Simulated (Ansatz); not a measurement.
# Rb2TlSbF6: the cost of one run

Computed with Ansatz 0.2.0 through its Python package. Level of theory: DFT PBEsol, plane waves, PAW.

## 1. Starting point

Symmetry: Fm-3m, No. 225, cubic system. The conventional cell has a = 9.735 Å, b = 9.735 Å, c = 9.735 Å, α = 90.00°, β = 90.00°, γ = 90.00°. Around Rb (site symmetry -43m) lie 12 F at 3.45 Å. Around Tl (site symmetry m-3m) lie 6 F at 2.67 Å. Sb (site symmetry m-3m) is surrounded by 6 F at 2.20 Å. Around F (site symmetry 4mm) lie 1 Sb at 2.20 Å and 1 Tl at 2.67 Å.

The script holds or builds the structure itself.

## 2. Script

Input file rb2tlsbf6_scf.py:

```python
import json
import warnings

import ansatz
import matplotlib.pyplot as plt
import numpy as np
from pymatgen.core import Structure
from scipy.ndimage import map_coordinates

warnings.simplefilter("ignore", ansatz.DeckWarning)

vectors = np.array([
    [0.0, 4.867272, 4.867272],
    [4.867272, 0.0, 4.867272],
    [4.867272, 4.867272, 0.0],
])
rb2tlsbf6 = (
    ansatz.Lattice.of(vectors)
    .atom("Rb", [0.75, 0.75, 0.75])
    .atom("Rb", [0.25, 0.25, 0.25])
    .atom("Tl", [0.5, 0.5, 0.5])
    .atom("Sb", [0.0, 0.0, 0.0])
    .atom("F", [0.773812, 0.226188, 0.226188])
    .atom("F", [0.226188, 0.226188, 0.773812])
    .atom("F", [0.226188, 0.773812, 0.773812])
    .atom("F", [0.226188, 0.773812, 0.226188])
    .atom("F", [0.773812, 0.226188, 0.773812])
    .atom("F", [0.773812, 0.773812, 0.226188])
)

job = rb2tlsbf6.calculation()
job = job.functional(ansatz.Functional.PBESOL).kpoints(mesh=(4, 4, 4))
job = job.occupations(ansatz.OccupationsMethod.FERMI_DIRAC, width=0.05)
job = job.density_of_states(energy_step=0.1, nscf_kmesh_spacing=0.2)
job = job.band_table()
job = job.density()
with warnings.catch_warnings(record=True) as caught:
    warnings.simplefilter("always")
    outcome = job.run(threads=1, pin="off")
print("warnings raised:", sorted(w.category.__name__ for w in caught) or "none")
rep = outcome.report

energy = rep["free_energy_ev"]
print("Rb2TlSbF6: {:.6f} eV = {:.6f} Ry = {:.6f} Ha".format(energy, energy / 13.605693, energy / 27.211386))
print("Fermi level {:.4f} eV, {} k-points, {} symmetry operations".format(rep["fermi_energy_ev"], rep["n_kpoints"], rep["n_symmetry_ops"]))

dos = outcome.density_of_states()
energy = np.asarray(dos.energies_ev) - dos.fermi_ev
top = min(levels[-1] for levels in rep["eigenvalues_ev"]) - dos.fermi_ev  # the computed bands end here
fig, ax = plt.subplots(figsize=(5, 3.2))
for spin, channel in enumerate(dos.channels):
    ax.plot(energy, (-1) ** spin * np.asarray(channel.g_bin_mean_per_ev), lw=1)
ax.axvline(0, color="k", ls=":")
ax.set(xlim=(-8, min(4, top)), xlabel="E - E_F (eV)", ylabel="states/eV", title="Rb2TlSbF6")
fig.tight_layout()
fig.savefig("dos.png", dpi=100)
print("states below E_F:", round(float(np.interp(0.0, energy, dos.spin_summed_integrated)), 3))

keep = ["free_energy_ev", "energy_sigma0_ev", "fermi_energy_ev", "n_iterations", "converged", "magnetization_mub", "n_kpoints"]
with open("rb2tlsbf6.json", "w") as handle:
    json.dump({key: rep[key] for key in keep}, handle, indent=1)

final = Structure(outcome.lattice.cell_ang, [s.symbol for s in outcome.lattice.sites], [s.position_frac for s in outcome.lattice.sites])
rho = outcome.density()
total = sum(channel.density_e_per_ang3 for channel in rho.channels[:2])
grid_cell = np.asarray(rho.fft_grid_basis) @ outcome.lattice.cell_ang
partner = min(final.get_neighbors(final[0], 5.0), key=lambda n: n.nn_distance)
line = np.linspace(final[0].coords, partner.coords, 11)
points = (line @ np.linalg.inv(grid_cell)) * rho.dims
values = map_coordinates(total, points.T, order=3, mode="grid-wrap")
print(f"from {final[0].specie} to {partner.specie}, {partner.nn_distance:.3f} A")
for t, value in zip(np.linspace(0, partner.nn_distance, 11), values):
    print(f"{t:7.3f} A  {value:9.4f} e/A^3")
```

## 3. Running it

On the command line:

```sh
> python rb2tlsbf6_scf.py
```

What time and memory should one allow on 1 thread of Arm Neoverse V1, shared host?

About 12 s, with a peak of 0.61 GiB.
